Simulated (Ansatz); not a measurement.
## C2H6SSi, SMILES CC([SiH3])=S: an atomisation energy, step by step

With Ansatz's Python interface.

Interactive session:
```pycon
>>> from collections import Counter
>>> import ansatz as az
>>> def energy_of(molecule, charge=0, unpaired=0):
...     calc = molecule.calculation().basis(gaussian='def2-TZVP').functional('r2SCAN')
...     if charge:
...         calc = calc.charge(charge)
...     if unpaired:
...         calc = calc.spin('collinear', total=unpaired)
...     return calc.run().report['free_energy_ev']
...
>>> GEOMETRY = '''
... C    -0.22040    1.22440   -0.67780
... C    -0.69540   -0.02540   -0.05050
... Si    0.57950   -1.15910    0.65330
... S    -2.21340   -0.50670   -0.00410
... H     0.14800    1.05740   -1.69970
... H    -1.10980    1.97710   -0.80150
... H     0.52530    1.76460   -0.08050
... H     0.68080   -2.46370   -0.02470
... H     0.42460   -1.36330    2.16810
... H     1.96400   -0.55660    0.52020
... '''
>>> molecule = az.Crystal.molecule()
>>> for line in GEOMETRY.strip().splitlines():
...     symbol, *xyz = line.split()
...     molecule = molecule.atom(symbol, [float(v) for v in xyz])
...
>>> # Hund ground states
>>> unpaired = {'C': 2, 'Si': 2, 'S': 2, 'H': 1}
>>> counts = Counter(site.symbol for site in molecule.cartesian_sites)
>>> atom_energy = {s: energy_of(az.Crystal.molecule().atom(s, (0, 0, 0)), 0, unpaired[s]) for s in counts}
>>> whole = energy_of(molecule, 0, 0)
>>> for s, e in atom_energy.items():
...     print(f'{s:2s} x{counts[s]}  {e:14.5f} eV')
...
C  x2     -1029.48623 eV
Si x1     -7873.37530 eV
S  x1    -10832.40820 eV
H  x6       -13.60370 eV
>>> print(f'C2H6SSi: {whole:.5f} eV')
C2H6SSi: -20882.27621 eV
>>> split = sum(counts[s] * e for s, e in atom_energy.items()) - whole
>>> print(f'atomisation energy (no zero-point term): {96.485332 * split:.1f} kJ/mol, {split / sum(counts.values()):.3f} eV an atom')
atomisation energy (no zero-point term): 3463.6 kJ/mol, 3.590 eV an atom
```

3463.6 kJ/mol from the electronic energies, without the zero-point term.

Notes:
- The settings weren't tested for convergence.
- The geometry is a force-field or estimated start, not a minimum of this method, and the basis set is short of its limit. All parts are taken at fixed geometry, without zero-point energy.
- Hardware and time: 13 s on 1 thread of Arm Neoverse V2, with other jobs on the host, peak memory 0.28 GiB.
